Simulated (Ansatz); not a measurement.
# ZrInTe3: the cost of one run

Method: DFT PBE, scalar-relativistic, plane waves, PAW, unless a step names another level, in Ansatz 0.2.0.

2 further runs of the same task are left out: 2 that didn't finish.

## (1) The system as given

Symmetry: R3m, No. 160, trigonal system. The conventional cell has a = 4.195 Å, b = 4.195 Å, c = 33.784 Å, α = 90.00°, β = 90.00°, γ = 120.00°. Zr (site symmetry 3m) is surrounded by 6 Te at 2.93 to 2.96 Å. In (site symmetry 3m) is surrounded by 4 Te at 2.84 to 2.92 Å. Te (site symmetry 3m) has 3 In at 2.84 Å as nearest neighbours. Te (site symmetry 3m) is surrounded by 1 In at 2.92 Å and 3 Zr at 2.96 Å. Te (site symmetry 3m) is surrounded by 3 Zr at 2.93 Å.

As a file:

```xyz
5
Lattice="2.0977 1.2111 11.2615 -2.0977 1.2111 11.2615 0.0000 -2.4222 11.2615" Properties=species:S:1:pos:R:3 pbc="T T T"
Zr    0.0000    0.0000   13.1352
In    0.0000    0.0000   31.0267
Te    0.0000    0.0000    7.0228
Te    0.0000    0.0000    0.1646
Te    0.0000    0.0000   26.0508
```

It came out lowest among 21 distinct ends of the trial cells. At a tolerance of 0.05 Å it has space group R3m (No. 160).

## (2) A stricter relaxation, on the response runs' mesh and smearing

Contents of input.yaml:

```yaml
crystal:
  lattice:
    - [2.0977200093, 1.211119212, 11.2614817973]
    - [-2.0977200093, 1.211119212, 11.2614817973]
    - [0.0, -2.4222384241, 11.2614817973]
  atoms:
    - { symbol: Zr, position: [0.3887943206, 0.3887943206, 0.3887943206] }
    - { symbol: In, position: [0.918372983, 0.918372983, 0.918372983] }
    - { symbol: Te, position: [0.2078711048, 0.2078711048, 0.2078711048] }
    - { symbol: Te, position: [0.0048725048, 0.0048725048, 0.0048725048] }
    - { symbol: Te, position: [0.7710890868, 0.7710890868, 0.7710890868] }
basis:
  ecutwfc: 420
kpoints:
  mp_grid: { grid: [12, 12, 12] }
hamiltonian:
  xc: pbe
scf:
  occupations: { method: gaussian, width: 0.1 }
output:
  forces: true
  stress: true
  eigenvalues: true
relax:
  adjacent_minimum: "off"
  f_tol: 0.001
  max_steps: 60
  cell: { stress_tol: 0.01 }
```

On the command line:

```console
ansatz run input.yaml --threads 3 --pin off --max-ram 7680MiB --backend cpu --events-out ev --progress --plain --runs-dir out
```

What time and memory should one allow on 3 threads of AMD EPYC 9R45 (Zen 5), shared host?

About 81 s, with a peak of 1.3 GiB.
